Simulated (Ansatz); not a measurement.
# AlSi2H5O (SMILES [SiH3][Al]1[O][SiH2]1) at r2SCAN/6-31G(d) (spherical functions)

What is the electronic atomisation energy of AlSi2H5O at r2SCAN/6-31G* (spherical functions)? 

Program for the calculation: Ansatz 0.2.0.

83 further runs of the same task are left out: 1 that didn't finish, 82 set aside as unsound or not needed.

## 1. Starting point

AlSi2H5O: 9 atoms, total charge 0, spin state singlet. As SMILES, `[SiH3][Al]1[O][SiH2]1`. Geometry: relaxed at PBE0-D4/def2-TZVP.

Bond lengths: Si1–Al2 2.450 Å, Al2–O3 1.745 Å, Al2–Si4 2.280 Å, O3–Si4 1.688 Å, Si1–H5 1.488 Å, Si1–H6 1.489 Å, Si1–H7 1.487 Å, Si4–H8 1.490 Å, Si4–H9 1.490 Å. Some angles: Si1–Al2–O3 129.7°, Si1–Al2–Si4 177.0°, O3–Al2–Si4 47.3°, Al2–O3–Si4 83.2°, Al2–Si4–O3 49.5°, Al2–Si1–H5 109.6°, Al2–Si1–H6 109.4°, Al2–Si1–H7 111.5°, Al2–Si4–H8 126.2°, Al2–Si4–H9 126.3°.

## 2. The energy at r2SCAN/6-31G(d) (spherical functions)

File input.yaml:

```yaml
basis:
  gaussian: {orbitals: 6-31G_st_-spherical.json}
crystal:
  periodic: [false, false, false]
  atoms:
    - symbol: Si
      position_ang: [-0.652900, 1.717100, -1.334700]
    - symbol: Al
      position_ang: [-0.124900, -0.148900, 0.162800]
    - symbol: O
      position_ang: [1.392700, -0.965300, 0.434300]
    - symbol: Si
      position_ang: [0.478600, -1.877700, 1.520900]
    - symbol: H
      position_ang: [-1.763800, 1.326700, -2.244900]
    - symbol: H
      position_ang: [-1.100100, 2.886400, -0.529300]
    - symbol: H
      position_ang: [0.526500, 2.112800, -2.150200]
    - symbol: H
      position_ang: [0.403300, -3.327600, 1.187000]
    - symbol: H
      position_ang: [0.929000, -1.770000, 2.936900]
hamiltonian: {xc: r2scan}
accuracy: high
output: {orbitals: {seedname: orbitals}}
```

The basis set 6-31G* is read from a file made from the Basis Set Exchange's data (not shown).

Started as:

```sh
$ ansatz run input.yaml --threads 1 --pin off --max-ram 3480MiB --events-out events.jsonl --progress --plain --runs-dir runs
```

Standard output:

```text
Warning: RAYON_NUM_THREADS=1 ignored (pool sized by the plan → 1); use --threads N
Functional definition: r2SCAN
  name "r2SCAN"
  parameter k0 = 0.174
  parameter k1 = 0.065
  parameter a1 = 4.9479
  exchange = r2scan_x(k0 = k0, k1 = k1, a1 = a1)
  correlation = r2scan_c
1704 factors; integrals over basis functions are off by at most 7.2e-9 eV
mean field evaluation 1: about -24469.0383 eV, gradient 6.0e1 eV
mean field evaluation 2: about -24340.9509 eV, gradient 1.9e2 eV
mean field evaluation 4: about -24475.6657 eV, gradient 1.1e1 eV
mean field evaluation 8: about -24476.2841 eV, gradient 3.1e-1 eV
mean field evaluation 16: about -24476.2844 eV, gradient 1.7e-5 eV
mean field -24476.28437836 eV, -899.4868602834 hartree, gradient 2.9e-8 eV, S^2 0.000000; 0 other end points of the search recorded, 0 dependent functions left out
reference -24476.28437947 eV, -899.4868603240 hartree; 27, 27 occupied and 51, 51 virtual orbitals, 1704 factors
Total energy: -24476.28437947 eV, -899.4868603240 hartree
```

It took 17 s on 1 thread of Arm Neoverse V1, shared host; peak memory 0.27 GiB.

## 3. The Al atom

File molecule.yaml:

```yaml
basis:
  gaussian:
    orbitals: 6-31G_st_-spherical.json
crystal:
  periodic: [false, false, false]
  atoms:
    - {symbol: Al, position_ang: [0.000000, 0.000000, 0.000000]}
hamiltonian:
  xc: {name: r2SCAN}
total_charge: 0
magnetization:
  spin_polarized: true
  initial_magnetization: 1
accuracy: high
```

The basis set 6-31G* is read from a file made from the Basis Set Exchange's data (not shown).

Started as:

```sh
$ ansatz run molecule.yaml --threads 1 --pin off --max-ram 3480MiB --events-out events.jsonl --progress --plain --runs-dir runs
```

Standard output (excerpt; [...] marks lines left out):

```text
Warning: RAYON_NUM_THREADS=1 ignored (pool sized by the plan → 1); use --threads N
[... 7 set-up lines as earlier in the session ...]
140 factors; integrals over basis functions are off by at most 3.7e-9 eV
mean field evaluation 1: about -6593.5637 eV, gradient 1.8e0 eV
mean field evaluation 2: about -6593.6128 eV, gradient 4.1e-1 eV
mean field evaluation 4: about -6593.6148 eV, gradient 8.9e-2 eV
mean field evaluation 8: about -6593.6148 eV, gradient 4.0e-4 eV
mean field evaluation 16: about -6593.4938 eV, gradient 2.8e0 eV
mean field evaluation 32: about -6593.6148 eV, gradient 7.1e-8 eV
mean field -6593.61484817 eV, -242.3108763576 hartree, gradient 7.1e-8 eV, S^2 0.755063; 1 other end points of the search recorded, 0 dependent functions left out
reference -6593.61485341 eV, -242.3108765502 hartree; 7, 6 occupied and 11, 12 virtual orbitals, 140 factors
Total energy: -6593.61485341 eV, -242.3108765502 hartree
```

Wall time 3 s (1 thread of Arm Neoverse V1, shared host); peak memory 0.13 GiB.

## 4. The H atom

File run.yaml:

```yaml
crystal:
  periodic: [false, false, false]
  atoms:
    - {symbol: H, position_ang: [0.000000, 0.000000, 0.000000]}
basis:
  gaussian: {orbitals: "6-31G*"}
magnetization: {spin_polarized: true, initial_magnetization: 1}
hamiltonian: {xc: r2scan}
accuracy: high
```

Started as:

```sh
$ ansatz run run.yaml --threads 1 --pin off --max-ram 3480MiB --events-out events.jsonl --progress --plain --runs-dir runs
```

Standard output (excerpt; [...] marks lines left out):

```text
Warning: RAYON_NUM_THREADS=1 ignored (pool sized by the plan → 1); use --threads N
[... 7 set-up lines as earlier in the session ...]
3 factors; integrals over basis functions are off by at most 5.4e-10 eV
mean field evaluation 1: about -13.5583 eV, gradient 1.1e-1 eV
mean field evaluation 2: about -13.5574 eV, gradient 9.2e-2 eV
mean field evaluation 4: about -13.5574 eV, gradient 4.8e-4 eV
mean field evaluation 8: about -13.5574 eV, gradient 5.0e-9 eV
mean field -13.55743762 eV, -0.4982266430 hartree, gradient 5.0e-9 eV, S^2 0.750000; 0 other end points of the search recorded, 0 dependent functions left out
reference -13.55743811 eV, -0.4982266610 hartree; 1, 0 occupied and 1, 2 virtual orbitals, 3 factors
Total energy: -13.55743811 eV, -0.4982266610 hartree
```

Run time: 0.42 s. Hardware: 1 thread of Arm Neoverse V1, shared host.

## 5. The O atom

File input.yaml:

```yaml
crystal:
  periodic: [false, false, false]
  atoms:
    - symbol: O
      position_ang: [0.000000, 0.000000, 0.000000]
basis:
  gaussian:
    orbitals: 6-31G_st_-spherical.json
hamiltonian:
  xc: r2scan
accuracy: high
magnetization:
  spin_polarized: true
  initial_magnetization: 2
```

The basis set 6-31G* is read from a file made from the Basis Set Exchange's data (not shown).

Run the same way, it converges to -75.02239 Eh (log not shown).

## 6. The Si atom

File molecule.yaml:

```yaml
basis:
  gaussian:
    orbitals: 6-31G_st_-spherical.json
crystal:
  periodic: [false, false, false]
  atoms:
    - symbol: Si
      position_ang: [0.000000, 0.000000, 0.000000]
magnetization:
  spin_polarized: true
  initial_magnetization: 2
hamiltonian:
  xc: r2scan
accuracy: high
```

The basis set 6-31G* is read from a file made from the Basis Set Exchange's data (not shown).

Started as:

```sh
$ ansatz run molecule.yaml --threads 1 --pin off --max-ram 3480MiB --events-out events.jsonl --progress --plain --runs-dir runs
```

Standard output (excerpt; [...] marks lines left out):

```text
Warning: RAYON_NUM_THREADS=1 ignored (pool sized by the plan → 1); use --threads N
[... 7 set-up lines as earlier in the session ...]
141 factors; integrals over basis functions are off by at most 2.6e-9 eV
mean field evaluation 1: about -7872.7183 eV, gradient 2.6e0 eV
mean field evaluation 2: about -7872.7966 eV, gradient 7.2e-1 eV
mean field evaluation 4: about -7872.8001 eV, gradient 2.2e-1 eV
mean field evaluation 8: about -7872.8006 eV, gradient 1.1e-4 eV
mean field evaluation 16: about -7872.8028 eV, gradient 7.6e-2 eV
mean field evaluation 32: about -7872.8005 eV, gradient 7.3e-2 eV
mean field -7872.80057012 eV, -289.3200845760 hartree, gradient 5.0e-8 eV, S^2 2.004340; 2 other end points of the search recorded, 0 dependent functions left out
reference -7872.80057259 eV, -289.3200846667 hartree; 8, 6 occupied and 10, 12 virtual orbitals, 141 factors
Total energy: -7872.80057259 eV, -289.3200846667 hartree
```

It took 2.9 s on 1 thread of Arm Neoverse V1, shared host; peak memory 0.12 GiB.

## 7. Results

At r2SCAN/6-31G* (spherical functions):

| quantity | value |
| --- | --- |
| molecule: total energy | -899.48686 Eh |
| molecule: HOMO energy | -5.28 eV |
| molecule: LUMO energy | -2.18 eV |
| molecule: HOMO–LUMO gap | 3.10 eV |
| Al atom: total energy | -242.31088 Eh |
| Al atom: ⟨S²⟩ | 0.755 |
| H atom: total energy | -0.49823 Eh |
| H atom: ⟨S²⟩ | 0.750 |
| O atom: total energy | -75.02239 Eh |
| O atom: ⟨S²⟩ | 2.003 |
| Si atom: total energy | -289.32008 Eh |
| Si atom: ⟨S²⟩ | 2.004 |
| electronic atomisation energy | 27.818 eV |

**Reading.** Taking the molecule apart into free atoms costs 27.82 eV (641 kcal/mol), before zero-point energy and without spin-orbit coupling.
